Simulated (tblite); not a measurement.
# C2H8O4SeSi2: the cost of one run

The runs use tblite 0.8.0 and PySCF 2.14.0, with density-fitted response routines of our own; the level of theory stands in each step. All values are computed, except where a source is named. Atoms are numbered from 0 throughout.

### 1 The molecule as given

17 atoms, charge 0, multiplicity 1; geometry from: force field or distance geometry start.

Bonds of the start (Å): O0–C1 1.27, C1–O2 1.39, C1–C3 1.50, C3–O4 1.39, O4–Si5 1.74, Si5–O6 1.72, C3–Se7 1.91, Se7–Si8 2.23, O2–H9 1.02, C3–H10 1.11, Si5–H11 1.48, Si5–H12 1.45, O6–H13 1.00, Si8–H14 1.48, Si8–H15 1.47, Si8–H16 1.47.

### 2 Optimising the geometry with GFN2-xTB

The job: settings as JSON, then the geometry in Å.

```
{"job": {"kind": "relax", "xc": "GFN2-xTB", "basis": "xTB"}, "charge": 0, "multiplicity": 1}
O     -1.828200    -1.530600     1.277600
C     -1.039500    -1.827900     0.327900
O     -0.893800    -3.148400    -0.094500
C     -0.252800    -0.696400    -0.271200
O     -0.564800     0.504600     0.353100
Si    -1.379600     1.532400    -0.795100
O     -1.373400     3.168200    -0.271300
Se     1.595500    -1.176300    -0.285000
Si     3.035000     0.253600     0.647200
H     -1.449700    -3.885200     0.332400
H     -0.629600    -0.639500    -1.313400
H     -2.795900     1.133900    -0.941600
H     -0.738000     1.459800    -2.090100
H     -1.982900     3.254000     0.518500
H      4.026900    -0.514800     1.429100
H      3.821600     0.907700    -0.412700
H      2.442200     1.216900     1.579300
```

Command:

```sh
$ OMP_NUM_THREADS=1 python probes_run.py task.json out
```

One launch serves the whole session: the jobs run in the order shown.

**Question.** How long does this first job take on 1 thread of Arm Neoverse V1, shared host, and how much memory does it need?

About 1.4 s, with a peak of 0.18 GiB.
